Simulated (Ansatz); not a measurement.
**TiB2: stress in a strained cell**

TiB2 is deformed so: equal xx and yy strain of +1 %. What stress and forces result, by LAPW, PAW and all-electron datasets made for the crystal?

Program: Ansatz 0.2.0. Level of theory: DFT PBEsol, scalar-relativistic. These are calculated values, not measurements.

## Step 1: Starting point

The structure is hexagonal, space group P6/mmm (No. 191). The conventional cell has a = 3.029 Å, b = 3.029 Å, c = 3.228 Å, α = 90.00°, β = 90.00°, γ = 120.00°. Ti (site symmetry 6/mmm) is surrounded by 12 B at 2.38 Å. B (site symmetry -6m2) is surrounded by 3 B at 1.75 Å and 6 Ti at 2.38 Å.

As a file:

```xyz
3
Lattice="3.0292 0.0000 0.0000 -1.5146 2.6234 0.0000 0.0000 0.0000 3.2284" Properties=species:S:1:pos:R:3 pbc="T T T"
Ti    0.0000    0.0000    0.0000
B     0.0000    1.7489    1.6142
B     1.5146    0.8745    1.6142
```

Atoms are numbered in the order of the input: Ti1, B2, B3.

## Step 2: The deformed structure

Space group P6/mmm before, P6/mmm after.

## Step 3: All-electron LAPW

Input file input.yaml:

```yaml
crystal:
  lattice:
    - [3.0594901836, 0.0, 0.0]
    - [-1.5297450918, 2.6495962217, 0.0]
    - [0.0, 0.0, 3.2284]
  atoms:
    - { symbol: Ti, position: [0.0, 0.0, 0.0] }
    - { symbol: B, position: [0.3333333333, 0.6666666667, 0.5] }
    - { symbol: B, position: [0.6666666667, 0.3333333333, 0.5] }
kpoints:
  mp_grid: { grid: [15, 15, 13] }
  band_path:
    path:
      - [0.0, 0.0, 0.0]
      - [0.5, 0.0, 0.0]
      - [0.3333333333, 0.3333333333, 0.0]
      - [0.0, 0.0, 0.0]
      - [0.0, 0.0, 0.5]
      - [0.5, 0.0, 0.5]
      - [0.3333333333, 0.3333333333, 0.5]
      - [0.0, 0.0, 0.5]
      - [0.5, 0.0, 0.5]
    npoints: 5
scf:
  occupations: { method: fermi_dirac, width: 0.08 }
hamiltonian:
  xc: pbesol
  pseudopotentials: { kind: all_electron, lapw: { basis_error: 0.001 } }
output:
  forces: true
  stress: true
  eigenvalues: true
```

Started as:

```sh
ansatz run input.yaml --threads 1 --pin off --max-ram 6144MiB --backend cpu --events-out ev --progress --plain --runs-dir out
```

## Step 4: PAW on the default files

Input file input.yaml:

```yaml
crystal:
  lattice:
    - [3.0594901836, 0.0, 0.0]
    - [-1.5297450918, 2.6495962217, 0.0]
    - [0.0, 0.0, 3.2284]
  atoms:
    - { symbol: Ti, position: [0.0, 0.0, 0.0] }
    - { symbol: B, position: [0.3333333333, 0.6666666667, 0.5] }
    - { symbol: B, position: [0.6666666667, 0.3333333333, 0.5] }
kpoints:
  mp_grid: { grid: [15, 15, 13] }
scf:
  occupations: { method: fermi_dirac, width: 0.08 }
hamiltonian:
  xc: pbesol
  pseudopotentials: { kind: paw }
output:
  forces: true
  stress: true
  eigenvalues: true
  efg: { contact_densities: true }
```

## Step 5: All-electron PAW on datasets made for the crystal

Changes to input.yaml since step 4:

```diff
@@ -15,3 +15,3 @@
   xc: pbesol
-  pseudopotentials: { kind: paw }
+  pseudopotentials: { kind: all_electron, datasets: crystal }
 output:
```

(Steps that only read results are left out.)

What does the calculation give? Wanted: pressure; largest shear or deviatoric stress.

**Answer**, as computed:

| quantity | value |
| --- | --- |
| pressure | LAPW -10.23, PAW -10.20, crystal datasets -10.23 GPa |
| largest shear or deviatoric stress (LAPW) | 1.50 GPa |

What this shows: The largest part of the stress beyond the pressure is 1.50 GPa in size, in the zz component; the atoms are carried along and not relaxed. No run of the undeformed cell stands beside it, so the pressure holds what the given cell had before the change. PAW: stress within 0.05 GPa of LAPW. Crystal datasets: stress within 0.01 GPa of LAPW.
